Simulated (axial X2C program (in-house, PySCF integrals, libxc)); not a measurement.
# YSi: EOM-EA-CCSD levels

Wanted for YSi: EOM-EA-CCSD levels, at the two-component level.

Method: two-component X2C with atomic mean-field terms, Y dyall-acv3z, Si dyall-av3z; program: an in-house X2C program for linear molecules on PySCF integrals.

All values are calculated.

## (1) The job

task.json reads:

```json
{"zs": [39, 14], "q": 0, "bas": ["dyall-acv3z", "dyall-av3z"], "r0": 2.79, "eom": "ea", "thr": -2.0, "nmax": 92, "grid": [1, 0.96, 1.045, 0.92, 1.09, 1.15]}
```

Keys: zs atomic numbers; q charge; bas basis sets; r0 starting distance in Å; eom kind of EOM run; thr threshold in hartree for freezing inner shells (an s shell follows its p shell); nmax most natural virtual spinors; grid distances as factors.

Run with:

```
python soeom.py task.json out
```

The runs that follow: EOM-EA-CCSD at 2.664 Å.

**Question.** What will these runs give? Wanted: next root led by one particle; T1 of the reference.

**Answer**, as computed:

```
                     quantity                           value
       lowest root at 2.664 Å               Ω = 3/2, 5.840 eV
next root led by one particle  Ω = 1/2, about 410 cm⁻¹ higher
          T1 of the reference                           0.038
```

The added electron is bound by 5.84 eV in a spinor of 47% Si pπ, 40% Y dπ, 6% Y pπ. Errors of 0.1 to 0.3 eV are usual at this size, and roots led by higher excitations are left out, so the list is incomplete, and low states of that kind can be missing. T1 or the largest double amplitude of the reference is raised, which lowers the reliability.
